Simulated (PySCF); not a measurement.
**[ErBr2]+: other functionals and bases at one geometry**

An exercise on one series of results from a longer session: the logs are not shown, and one member is left open.

Computed with PySCF 2.14.0. Level: several levels, as the steps say, no spin–orbit coupling.

1 further run of the same task is left out (for a known fault of the program).

## Where the work starts

3 atoms, charge 1, spin multiplicity 1.

Bond lengths: Er1–Br2 2.499 Å, Er1–Br3 2.499 Å. Angles: Br2–Er1–Br3 112.4°.

As a file:

```xyz
3
Br2Er
Er    0.0000    0.0000   -0.7261
Br    2.0771    0.0000    0.6635
Br   -2.0771    0.0000    0.6635
```

Formal oxidation states: Er +3. Each metal's 11 4f electrons lie in its core potential, so multiplicities, spins and levels count the valence alone. An earlier session relaxed this geometry at PBE0, Er lcecp-1-SVP with ECP57, Br def2-SVP (singlet, point group C2v).

At PBE0 on the finer grid: E = -5185.218561 Eh, HOMO -13.06 eV, LUMO -8.09 eV, Mulliken charge on Er1 +1.25 e, largest force component 0.024 eV/Å. 

Levels to run: PBE; M06-L; PBE0, TZVP. Hardware: 2 threads of Arm Neoverse V1, shared host.

Set-up of the first run:

The input, run.py (the lines that set the calculation):

```python
mol = gto.M(atom='''
Er     0.00000     0.00000    -0.72612
Br     2.07708     0.00000     0.66347
Br    -2.07708     0.00000     0.66347''',
    basis={'Er': 'lcecp-1-SVP', 'Br': 'def2-SVP'},
    ecp={'Er': 'lcecp-1-SVP'},
    charge=1, spin=0)
mf = dft.RKS(mol, xc='PBE')
mf.grids.atom_grid = (75, 302)  # f atoms: unpruned, at least (60, 302)
mf = mf.density_fit()  # fitting sets: Er AutoAux, Br def2-universal-JKFIT
mf.conv_tol = 1e-08; mf.max_cycle = 55
mf.kernel(dm0)  # dm0: the density of the relaxed state
```

Command:

```sh
$ OMP_NUM_THREADS=2 python run.py
```

Steps of the session up to this table: PBE; M06-L; PBE0, TZVP.

One of the session's tables, all rows but one given; the rest of the session is left out.

| level | HOMO (eV) | gap (eV) | charge on Er1 (e) | dipole (D) | largest force component (eV/Å) |
| --- | --- | --- | --- | --- | --- |
| PBE0 (relaxed here) | -13.06 | 4.97 | 1.25 | 6.90 | 0.02 |
| PBE | -11.87 | 3.08 | 1.11 | 6.30 | 0.23 |
| M06-L | ? | ? | ? | ? | ? |
| PBE0, TZVP | -13.00 | 5.01 | 1.53 | 6.78 | 0.08 |

**Question.** Estimate the row for M06-L.

**Answer.** HOMO (eV): -12.00; gap (eV): 4.11; charge on Er1 (e): 1.37; dipole (D): 6.99; largest force component (eV/Å): 0.20. In the column «HOMO (eV)» it lies between PBE0, TZVP (-13.00) and PBE (-11.87).

The dipole of a charged species depends on the origin, so these sizes hold for this origin alone.

In one basis the HOMO–LUMO gap runs from 3.08 eV (PBE) to 4.97 eV (PBE0). The largest leftover force, 0.23 eV/Å with PBE, stands at a geometry relaxed at another level. With 4f in the core, its levels are missing from HOMO and gap, and its count is fixed, so no charge can pass from the ligands into it. Total energies of different levels can't be compared.
